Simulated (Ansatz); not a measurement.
**C2H5ClZn: small, medium and large basis sets**

Aim: see how fast density functionals converge with the basis set for C2H5ClZn.

The runs use Ansatz 0.2.0, Gaussian basis; one geometry, several basis sets.

Plan: PBE0-D4/def2-SVP; ωB97M-V/def2-SVP; PBE0-D4/def2-QZVPP; ωB97M-V/def2-QZVPP; the functionals' def2-TZVPP values are taken from earlier runs.

## 1. The relaxed structure

The geometry comes from an earlier relaxation with PBE0-D4 in a triple-zeta def2 set; it is a stationary point, not always the lowest conformer.

9 atoms, charge 0, spin multiplicity 1.

Atoms are counted from 1 here; the program's logs count them from 0.

Bond lengths: C1–C2 1.526 Å, C1–H5 1.095 Å, C1–H6 1.093 Å, C1–H7 1.093 Å, C2–Zn3 1.940 Å, C2–H8 1.094 Å, C2–H9 1.094 Å, Zn3–Cl4 2.112 Å. Angles: C2–C1–H5 111.2°, C2–C1–H6 112.1°, C2–C1–H7 112.1°, H5–C1–H6 107.1°, H5–C1–H7 107.1°, H6–C1–H7 107.1°, C1–C2–Zn3 115.2°, C1–C2–H8 110.6°, C1–C2–H9 110.6°, Zn3–C2–H8 107.0°, Zn3–C2–H9 107.0°, H8–C2–H9 106.0°, C2–Zn3–Cl4 179.9°.

## 2. PBE0-D4 in def2-SVP

in.yaml reads:

```yaml
crystal:
  periodic: [false, false, false]
  atoms:
    - {symbol: C, position_ang: [0.432401, 1.099854, -0.044689]}
    - {symbol: C, position_ang: [-0.618432, 0.002736, -0.191135]}
    - {symbol: Zn, position_ang: [-0.014845, -1.783847, 0.263437]}
    - {symbol: Cl, position_ang: [0.644908, -3.727848, 0.758422]}
    - {symbol: H, position_ang: [0.023222, 2.078062, -0.317616]}
    - {symbol: H, position_ang: [1.300119, 0.925154, -0.685258]}
    - {symbol: H, position_ang: [0.800684, 1.181062, 0.980764]}
    - {symbol: H, position_ang: [-1.487954, 0.216405, 0.438120]}
    - {symbol: H, position_ang: [-0.991602, -0.037776, -1.219144]}
basis:
  gaussian: {orbitals: def2-SVP}
hamiltonian: {xc: pbe0, dispersion: d4}
output: {orbitals: {seedname: orbitals}}
```

Launch:

```console
$ ansatz run in.yaml --threads 4 --pin off --events-out ev --progress --plain --max-ram 10444MiB
```

Further steps of the session: ωB97M-V in def2-SVP; PBE0-D4 in def2-QZVPP; ωB97M-V in def2-QZVPP.

Before running them: what should the planned runs give, taken together? Wanted: PBE0-D4: double and triple zeta above quadruple; ωB97M-V: double and triple zeta above quadruple.

As calculated:

| quantity | value |
| --- | --- |
| PBE0-D4: double and triple zeta above quadruple | 15.42, 1.70 eV |
| ωB97M-V: double and triple zeta above quadruple | 15.48, 1.64 eV |

In words: PBE0-D4 gains 13.73 eV from double to triple zeta, then 1.70 eV more. These are total energies; as a rule much of such shifts cancels in differences, which this series doesn't test. The LUMO of ωB97M-V is positive and keeps falling with the basis (1.17 to 0.60 eV): an unbound level that the basis holds in place.
